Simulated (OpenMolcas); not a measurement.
**Pt⁴⁺ among point charges: CASSCF and CASPT2 levels and susceptibility**

Aim: the splitting of the states of Pt⁴⁺ in the field of 4 point charges, its lowest levels with spin-orbit coupling and its magnetic susceptibility.

Method: state-averaged CASSCF and CASPT2, spin-orbit coupling by RASSI with atomic mean-field integrals. Code: OpenMolcas 26.06.

**1. The system**

```
Species                           : Pt⁴⁺ (platinum, Z = 78, 74 electrons)
Basis                             : ANO-RCC-VDZP [7s6p4d2f], 59 functions
Scalar Hamiltonian                : DKH2, point nucleus
Inactive shells                   : 1s 2s 2p 3s 3p 3d 4s 4p 4d 4f 5s 5p
Active space                      : 6 electrons in 5 orbitals (5d)
Some configurations of this space : 5d⁶
Orbitals                          : optimised for each spin and parity, averaged over all roots
```

The outer shells:

5d6
```
5d [↑↓][↑ ][↑ ][↑ ][↑ ]
```

The ion sits among 4 point charges of -2.5 e arranged as a tetrahedron (Td), 1.94 Å from the ion.

Each step is its own input file, run in one work folder so that later steps find the files of earlier ones. Labels, J, g values, rates, χT and fits are worked out afterwards by a script from the matrices that RASSI stores.

**2. GATEWAY and SEWARD: basis and integrals**

a.inp

```
&GATEWAY
Coord
1

Pt 0.0 0.0 0.0
Basis=ANO-RCC-VDZP
Group=NoSym
NoMove
AngMom=0.0 0.0 0.0
AMFI
XField
4 Angstrom 0
1.120060 1.120060 1.120060 -2.500000
1.120060 -1.120060 -1.120060 -2.500000
-1.120060 1.120060 -1.120060 -2.500000
-1.120060 -1.120060 1.120060 -2.500000
&SEWARD
```

Command:

```sh
> OMP_NUM_THREADS=1 MOLCAS_MEM=1689 MOLCAS_PROJECT=a pymolcas a.inp > a.log
```

**3. Reference wave functions, quintets, 5 roots**

a.inp

```
&RASSCF
FileOrb=start.orb
Symmetry=1
Spin=5
nActEl=6 0 0
Inactive=34
Ras2=5
CIRoot=5 5 1
SDav=5
CIMx=300
Iter=120 100
PrWF=0.3
OrbListing=Nothing
MaxOrb=0
>>> COPY $Project.JobIph JOB001
```

start.orb holds the contracted functions of the basis, ordered by shell, or the orbitals of the step before.

**4. Reference wave functions, triplets, 45 roots**

a.inp

```
&RASSCF
FileOrb=start.orb
Symmetry=1
Spin=3
nActEl=6 0 0
Inactive=34
Ras2=5
CIRoot=45 45 1
SDav=45
CIMx=300
Iter=120 100
PrWF=0.3
OrbListing=Nothing
MaxOrb=0
>>> COPY $Project.JobIph JOB002
```

**5. Reference wave functions, singlets, 50 roots**

a.inp

```
&RASSCF
FileOrb=start.orb
Symmetry=1
Spin=1
nActEl=6 0 0
Inactive=34
Ras2=5
CIRoot=50 50 1
SDav=50
CIMx=300
Iter=120 100
PrWF=0.3
OrbListing=Nothing
MaxOrb=0
>>> COPY $Project.JobIph JOB003
```

**6. State interaction with spin-orbit coupling**

a.inp

```
&RASSI
NrOfJobIphs=3 5 45 50
1 2 3 4 5
1 2 3 4 5 6 7 8 9 10 11 12 13 14 15 16 17 18 19 20 21 22 23 24 25 26 27
28 29 30 31 32 33 34 35 36 37 38 39 40 41 42 43 44 45
1 2 3 4 5 6 7 8 9 10 11 12 13 14 15 16 17 18 19 20 21 22 23 24 25 26 27
28 29 30 31 32 33 34 35 36 37 38 39 40 41 42 43 44 45 46 47 48 49 50
IphNames
JOB001
JOB002
JOB003
EJob
SpinOrbit
DIPRint=1.0
SOCoupling=1000.0
Subsets=2
Property=9
'ANGMOM' 1 'ANGMOM' 2 'ANGMOM' 3 'MLTPL  1' 1 'MLTPL  1' 2 'MLTPL  1' 3
'AMFI' 1 'AMFI' 2 'AMFI' 3
SOProperty=3
'ANGMOM' 1 'ANGMOM' 2 'ANGMOM' 3
```

**7. CASPT2: IPEA 0.25, imaginary shift 0.1 (closed shells correlated: 4f 5s 5p)**

a.inp

```
>>> COPY JOB001 $Project.JobIph
&CASPT2
Multistate=5 1 2 3 4 5
NoMult
Frozen=23
IPEA=0.25
Imaginary=0.1
MaxIter=60
WThr=0.0 0.3 0.05
PrWF=0.5
NoMix
>>> COPY JOB002 $Project.JobIph
&CASPT2
Multistate=45 1 2 3 4 5 6 7 8 9 10 11 12 13 14 15 16 17 18 19 20 21 22
23 24 25 26 27 28 29 30 31 32 33 34 35 36 37 38 39 40 41 42 43 44 45
NoMult
Frozen=23
IPEA=0.25
Imaginary=0.1
MaxIter=60
WThr=0.0 0.3 0.05
PrWF=0.5
NoMix
>>> COPY JOB003 $Project.JobIph
&CASPT2
Multistate=50 1 2 3 4 5 6 7 8 9 10 11 12 13 14 15 16 17 18 19 20 21 22
23 24 25 26 27 28 29 30 31 32 33 34 35 36 37 38 39 40 41 42 43 44 45 46
47 48 49 50
NoMult
Frozen=23
IPEA=0.25
Imaginary=0.1
MaxIter=60
WThr=0.0 0.3 0.05
PrWF=0.5
NoMix
```

(Steps that only read results are left out.)

Before running it: what results should come out? Wanted: spin-free ground state; first state of the same spin within the active space; lowest level; next level.

As calculated:

| quantity | value |
| --- | --- |
| method | SS-CASPT2, IPEA 0.25, imaginary shift 0.1 (closed shells correlated: 4f 5s 5p) |
| spin-free ground state | 5E, 2-fold in its orbital part |
| first state of the same spin within the active space | 5T2 at 4450 cm⁻¹ |
| lowest level | 1-fold A1 |
| next level | 264.8 cm⁻¹ |
| χT at 300 K | 4.40 cm³ K/mol |
| effective moment at 300 K | 5.93 μB |

Cost by method:

```csv
method,time of its own steps,time with the reference
A. CASSCF,34 s,34 s
"B. SS-CASPT2, IPEA 0.25, imaginary shift 0.1, +4f 5s 5p",27 s,60 s
```

Times are of one thread on a shared host.

**Reading.** The spin-free ground state (5E) comes to 100 % from free-ion D terms and keeps the highest spin of the shell. χT at 300 K is 4.40, against 3.01 cm³ K/mol for the spin alone, so orbital moment adds to it. An active space of the d shell alone favours high spin; real ions in strong fields can be low spin. CASPT2 does not keep the components of a term degenerate, and the means are used. An orbital doublet at a regular site is open to a Jahn-Teller distortion, which this geometry leaves out. The field of point charges can differ much from that of real complexes. Point charges carry no covalency, so the field is a model and not that of real ligands.
